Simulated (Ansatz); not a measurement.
Working through a scan of one input key of ScAl3, space group Pm-3m

Program: the Ansatz DFT code, driven from Python.

The script reads `scal3.cif`:
```cif
data_ScAl3
_cell_length_a 4.087807
_cell_length_b 4.087807
_cell_length_c 4.087807
_cell_angle_alpha 90.00000
_cell_angle_beta 90.00000
_cell_angle_gamma 90.00000
_symmetry_space_group_name_H-M 'P 1'
_symmetry_Int_Tables_number 1
loop_
_symmetry_equiv_pos_as_xyz
'x, y, z'
loop_
_atom_site_label
_atom_site_type_symbol
_atom_site_fract_x
_atom_site_fract_y
_atom_site_fract_z
Sc1 Sc    0.000000    0.000000    0.000000
Al2 Al    0.500000    0.000000    0.500000
Al3 Al    0.000000    0.500000    0.500000
Al4 Al    0.500000    0.500000    0.000000
```

Run as a notebook:

In [1]:
```python
import ansatz
from ase.io import read
```

In [2]:
```python
SMEARING = "cold"
SMEARING_WIDTH = 0.1

atoms = read("scal3.cif")
scal3 = ansatz.Crystal.from_ase(atoms)
```

In [3]:
```python
len(scal3.resolved().sites)
```
Out [3]:
```text
4
```

In [4]:
```python
setup = (
    scal3.calculation()
    .kpoints(6, center="gamma")
    .functional(ansatz.Functional.PBESOL)
    .basis(16 * ansatz.Ha)
    .occupations(SMEARING, width=SMEARING_WIDTH)
    .pseudopotentials("paw")
    .band_table()
)
typed = setup.input()
rows = []
for value in [2, 5, 10]:
    edited = typed.set(ansatz.key.scf.mixing.ndim, value)
    summary = ansatz.Session.from_dict(edited).plan().execute().report
    rows.append((value, summary["free_energy_ev"], summary["n_iterations"], len(summary["eigenvalues_ev"][0]) if "eigenvalues_ev" in summary else 0))
print("       history            F eV      iterations    bands listed")
for row in rows:
    print(f"{str(row[0]):>14s}  {row[1]:14.5f}  {row[2]:14d}  {row[3]:14d}")
print(edited.to_yaml())
```
```text
       history            F eV      iterations    bands listed
             2     -3686.89008               7              14
             5     -3686.89008               6              14
            10     -3686.89008               6              14
crystal:
  lattice:
    - [4.087807, 0.0, 0.0]
    - [0.0, 4.087807, 0.0]
    - [0.0, 0.0, 4.087807]
  atoms:
    - { symbol: Sc, position: [0.0, 0.0, 0.0] }
    - { symbol: Al, position: [0.5, 0.0, 0.5] }
    - { symbol: Al, position: [0.0, 0.5, 0.5] }
    - { symbol: Al, position: [0.5, 0.5, 0.0] }
basis:
  ecutwfc: 435.382179935808
kpoints:
  mp_grid:
    grid: [6, 6, 6]
    shift: [0.0, 0.0, 0.0]
hamiltonian:
  xc: pbesol
  pseudopotentials:
    kind: paw
scf:
  occupations:
    method: cold
    width: 0.1
  mixing:
    ndim: 10
output:
  eigenvalues: true
```

Total energies depend on the potentials; only differences at equal settings carry meaning. A total without «per atom» is that of the whole cell that was run. For a metal this k-point mesh is coarse: on a finer one energies can move by several to tens of meV an atom and pressures by half a GPa or more, differences at one mesh by less. The structure comes from a database of computed cells and needn't be a stable or known phase. Finished in 4.2 s on 1 thread of Arm Neoverse V2 (shared host), peak memory 0.43 GiB.
